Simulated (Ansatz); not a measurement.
Runs of Ansatz 0.2.0 on NaSb2Au. The structure is trigonal, space group P-3m1 (No. 164). Conventional cell: a = 4.357 Å, b = 4.357 Å, c = 6.818 Å, α = 90.00°, β = 90.00°, γ = 120.00°. Around Na (site symmetry -3m) lie 6 Sb at 3.31 Å and 2 Au at 3.41 Å. Sb (site symmetry 3m) is surrounded by 3 Au at 2.81 Å. Around Au (site symmetry -3m) lie 6 Sb at 2.81 Å. The cell was built by a generator and needn't be a form met in nature.

```tsv
level	cutoff (eV)	gap on the mesh (eV)	pressure (GPa)	largest force (eV/Å)
revPBE	420	none	1.2	(a)
PBEsol	420	none	-2.4	0.30
r2SCAN	500	none	-1.5	0.16
RPBE	420	none	1.6	(c)
BLYP	420	none	3.4	(b)
PBE	420	none	0.1	(d)
```

Alike in all rows: task band structure; potentials or basis Ansatz PAW; no spin polarisation; cell as given; k mesh 5 × 5 × 3; smearing fermi-dirac 0.05 eV.

Task: Estimate the missing entries.

Result: (a) 0.03; (b) 0.45; (c) 0.07; (d) 0.01.

Caveats: spin-orbit coupling is left out, which moves the levels of the heavy elements; the PAW data sets come from PBE, with cores solved anew for the run's functional, which leaves a small shift of forces and pressure (some runs).

A k mesh can miss the band edges, and the runs leave out spin-orbit coupling on Au, Sb.

A gap of «none» marks a metal or a gap under the smearing width.
